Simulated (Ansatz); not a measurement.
# Al2O (Fm-3m): check of PAW against all-electron LAPW from a Python script

How well does PAW follow the all-electron answer for Al2O (Fm-3m)? A script is to give a check of PAW against all-electron LAPW; the system is Al2O (Fm-3m).

All numbers are computed with Ansatz 0.2.0 through its Python package. The levels of theory stand in the script.

### Step 1. Starting point

It takes space group Fm-3m (No. 225, cubic). Conventional cell: a = 5.691 Å, b = 5.691 Å, c = 5.691 Å, α = 90.00°, β = 90.00°, γ = 90.00°. Around Al (site symmetry -43m) lie 4 O at 2.46 Å. Around O (site symmetry m-3m) lie 8 Al at 2.46 Å.

No structure file is read: the coordinates are typed or built in the script.

### Step 2. Script

al2o.py

```python
import ansatz as az
from ase import Atoms
import numpy as np


def count_gap(report):
    # lowest empty less highest filled band, counting bands; zero where they overlap
    return max(report.get("gap_by_band_count_ev") or 0.0, 0.0)

atoms = Atoms(
    ["Al", "Al", "O"],
    scaled_positions=[
        (0.25, 0.25, 0.25),
        (0.75, 0.75, 0.75),
        (0.0, 0.0, 0.0),
    ],
    cell=[
        (0.0, 2.84571, 2.84571),
        (2.84571, 0.0, 2.84571),
        (2.84571, 2.84571, 0.0),
    ],
    pbc=True,
)
xtal = az.Crystal.from_ase(atoms)

job = (
    xtal.calculation()
    .functional(az.Functional.LDA)
    .kpoints(7)
    .occupations("cold")
    .stress()
    .forces()
    .band_table()
)
variants = {
    "PAW": job.pseudopotentials("paw"),
    "LAPW": job.pseudopotentials("all_electron", lapw=True),
}
rows = []
for label, variant in variants.items():
    report = variant.run(threads=1).report
    levels = np.array(report["eigenvalues_ev"][0]) - report["fermi_energy_ev"]
    print(label, "levels at the first k-point near E_F:", np.round(levels[np.abs(levels) < 5], 3))
    rows.append((label, report["n_electrons"], np.trace(report["stress_gpa"]) / 3, count_gap(report)))
for row in rows:
    print("; ".join(f"{name} = {round(v, 4) if isinstance(v, float) else v}" for name, v in zip(["treatment", "electrons in bands", "P GPa", "gap by band count eV"], row)))
```

### Step 3. The calls as engine input

The package turns the script's settings into the engine's input (first run):

```yaml
crystal:
  lattice:
    - [0.0, 2.84571, 2.84571]
    - [2.84571, 0.0, 2.84571]
    - [2.84571, 2.84571, 0.0]
  atoms:
    - { symbol: Al, position: [0.25, 0.25, 0.25] }
    - { symbol: Al, position: [0.75, 0.75, 0.75] }
    - { symbol: O, position: [0.0, 0.0, 0.0] }
kpoints:
  mp_grid:
    grid: [7, 7, 7]
hamiltonian:
  xc: lda
  pseudopotentials:
    kind: paw
scf:
  occupations:
    method: cold
output:
  forces: true
  stress: true
  eigenvalues: true
```

### Step 4. Launch

Started as:

```sh
python al2o.py
```

The program printed:

```text
DeckWarning: basis.ecutwfc = 420 eV, auto-derived from the records' recommended cutoffs: set by Al (normal level)
PAW levels at the first k-point near E_F: [-4.423 -4.423 -4.423  1.633  1.633  1.633  4.253]
LAPW levels at the first k-point near E_F: [-4.424 -4.424 -4.424  1.626  1.626  1.626  4.25 ]
treatment = PAW; electrons in bands = 12.0; P GPa = -3.8421; gap by band count eV = 0.0
treatment = LAPW; electrons in bands = 28.0; P GPa = -3.8315; gap by band count eV = 0.0
```

(Warnings from the package without file and line.)

Run time: 4.4 s. Hardware: 1 thread of Intel Xeon Platinum 8488C (Sapphire Rapids), shared host; peak memory 0.45 GiB.

### Step 5. What changed from run to run

The engine's inputs for the other runs:

Run 2, against run 1:

```diff
@@ -16 +16,2 @@
-    kind: paw
+    kind: all_electron
+    lapw: {}
```

### Step 6. The runs side by side

One row for each of the 2 runs:

```
run    potentials  energy (eV/atom)  pressure (GPa)  SCF cycles  CPU time (s)
  1           paw         -526.0797           -3.84           5          0.37
  2  all_electron        -5066.4735           -3.83          10           3.5
```

Energies are free energies F = E - TS of the smeared occupations. Totals hang on method, basis and potentials, so only like runs compare.

### Step 7. Results

```
              quantity     value
         runs compared         2
difference in pressure  0.01 GPa
```

PAW gives -3.842 GPa and LAPW -3.832 GPa, 0.011 GPa apart. They took 0.4 and 3.5 s of processor time. Reading the output:
- The computed bands are complete only to about 4.2 eV above the Fermi level.
- The mesh is modest for a metal, so energies can be off by several to tens of meV an atom and pressures by half a GPa or more; differences at equal mesh fare better.
- The structure comes from a database of computed cells and needn't be a stable or known phase.
- Pressure is positive in compression; the treatments may keep other shells as core, so totals and counts of electrons can differ.
